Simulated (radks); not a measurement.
# Nuclear size and the levels of W⁺

Aim: how the total energy, the levels and the density at the nucleus of W⁺ respond when the nuclear radius is scaled.

The numbers are computed with radks (a radial shooting solver on a logarithmic mesh, Libxc functionals) version 1 (Dirac Kohn-Sham, exchange-only LDA, spin-unpolarised, spherical densities, finite nucleus; open shells fill j = l - 1/2 first), except any that are marked as measured or tabulated.

## (1) Starting point

| Property | Result |
| --- | --- |
| element | tungsten (Z = 74) |
| charge | +1 |
| electrons | 73 |
| configuration | [Xe] 4f14 5d4 6s1 |
| nuclear rms radius | 5.3658 fm |

## (2) rms radius 5.3658 fm

Settings of this run:

```text
Z 74
configuration [Xe] 4f14 5d4 6s1 6p0 7s0
relativity Dirac
functional lda,
spin unpolarised
j_filling energy
nucleus finite rms 5.3658 fm
c 137.035999084
```

## (3) rms radius 4.7863 fm

Settings, as their differences from step 2:

```diff
@@ -6,3 +6,3 @@
 j_filling energy
-nucleus finite rms 5.3658 fm
+nucleus finite rms 4.7863 fm
 c 137.035999084
```

## (4) rms radius 4.8614 fm

Settings, as their differences from step 3:

```diff
@@ -6,3 +6,3 @@
 j_filling energy
-nucleus finite rms 4.7863 fm
+nucleus finite rms 4.8614 fm
 c 137.035999084
```

## (5) rms radius 5.6717 fm

Settings, as their differences from step 4:

```diff
@@ -6,3 +6,3 @@
 j_filling energy
-nucleus finite rms 4.8614 fm
+nucleus finite rms 5.6717 fm
 c 137.035999084
```

## (6) rms radius 6.0526 fm

Settings, as their differences from step 5:

```diff
@@ -6,3 +6,3 @@
 j_filling energy
-nucleus finite rms 5.6717 fm
+nucleus finite rms 6.0526 fm
 c 137.035999084
```

Before running it: what results should come out? Wanted: for each run, rms radius; total energy shift; density at nucleus; 1s1/2 shift; 2s1/2 shift; 6s1/2 shift; 6p1/2 shift; 7s1/2 shift.

As calculated:

```tsv
rms radius (fm)	total energy shift (eV)	density at nucleus (e/bohr³)	1s1/2 shift (meV)	2s1/2 shift (meV)	6s1/2 shift (meV)	6p1/2 shift (meV)	7s1/2 shift (meV)
4.7863	-12.0	1.476e+06	-4875	-687	-0.621	0.0748	-0.0834
4.8614	-10.5	1.468e+06	-4264	-601	-0.543	0.0654	-0.0729
5.3658	0	1.418e+06	0	0	0	0	0
5.6717	6.71	1.391e+06	2719	383	0.346	-0.0417	0.0465
6.0526	15.4	1.36e+06	6242	879	0.795	-0.0957	0.107
```

**Reading.** Shifts are against the first run. Over the range the 1s1/2 level moves by 11.1 eV and the 7s1/2 level by 0.190 meV. A larger nucleus binds the 1s electrons less and lowers the density at its centre. These are shifts of eigenvalues, not the field shifts of spectral lines.
